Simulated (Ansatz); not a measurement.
**ZnAg: further runs on the relaxed cell**

The task here is to estimate one member of a computed series from the others.

Program: Ansatz 0.2.0. Level of theory: DFT PBEsol, scalar-relativistic, plane waves, PAW. These are calculated values, not measurements.

1 further run of the same task is left out (set aside as unsound or not needed).

**Starting point**

It takes space group Pm-3m (No. 221, cubic). Conventional cell: a = 3.116 Å, b = 3.116 Å, c = 3.116 Å, α = 90.00°, β = 90.00°, γ = 90.00°. Around Zn (site symmetry m-3m) lie 8 Ag at 2.70 Å. Ag (site symmetry m-3m) is surrounded by 8 Zn at 2.70 Å.

As a file:

```
CELL_PARAMETERS angstrom
3.11638 0.00000 0.00000
0.00000 3.11638 0.00000
0.00000 0.00000 3.11638
ATOMIC_POSITIONS crystal
Zn 0.50000 0.50000 0.50000
Ag 0.00000 0.00000 0.00000
```

This cell was relaxed beforehand with the same method: volume 15.13 Å³/atom, gap on the mesh none (metal).

The first run:

Contents of input.yaml:

```yaml
crystal:
  lattice:
    - [3.1163764219, 0.0, 0.0]
    - [0.0, 3.1163764219, 0.0]
    - [0.0, 0.0, 3.1163764219]
  atoms:
    - { symbol: Zn, position: [0.5, 0.5, 0.5] }
    - { symbol: Ag, position: [0.0, 0.0, 0.0] }
basis:
  ecutwfc: 420
kpoints:
  mp_grid: { grid: [14, 14, 14] }
  band_path:
    path:
      - [[0.0, 0.0, 0.0], [0.0, 0.5, 0.0], [0.5, 0.5, 0.0], [0.0, 0.0, 0.0], [0.5, 0.5, 0.5], [0.0, 0.5, 0.0]]
      - [[0.5, 0.5, 0.5], [0.5, 0.5, 0.0]]
    npoints: 14
hamiltonian:
  xc: pbesol
scf:
  occupations: { method: gaussian, width: 0.1 }
  n_extra_bands: 6
output:
  forces: true
  stress: true
  eigenvalues: true
  populations: true
  dos: { projected: true, de: 0.02, nscf_kmesh: { grid: [21, 21, 21] } }
  bader: true
```

Launch:

```sh
$ ansatz run input.yaml --threads 1 --pin off --max-ram 2560MiB --backend cpu --events-out ev --progress --plain --runs-dir out
```

Steps of the session up to this table: Static run: bands, density of states and charges; The cell scaled to 0.97 of its volume; Point at V/V0 = 1.03; The cell scaled to 0.94 of its volume; Point at V/V0 = 1.06.

One table of the session follows, with a row left open; its other results are not shown here.

It belongs to the step «Fit of the equation of state». 

```
volume (Å³/atom)  energy above the lowest point (meV/atom)  pressure (GPa)
          14.225                                      22.5            8.51
          14.679                                         ?               ?
          15.133                                       0.0            0.01
          15.587                                       4.7           -3.17
          16.041                                      17.5           -5.77
```

Q: Estimate the row for volume (Å³/atom) = 14.679 from the others.

Worked estimate for «energy above the lowest point (meV/atom)». A straight line through the neighbours (14.225, 22.5) and (15.133, 0.0) gives 22.5 + (0.0 − 22.5) × (14.679 − 14.225) / (15.133 − 14.225) = 11.2; a parabola fitted to 3 rows on both sides gives 5.9.

**Answer.** energy above the lowest point (meV/atom): 5.3; pressure (GPa): 3.85. In «energy above the lowest point (meV/atom)» the line misses by +5.9 and the parabola by +0.6.
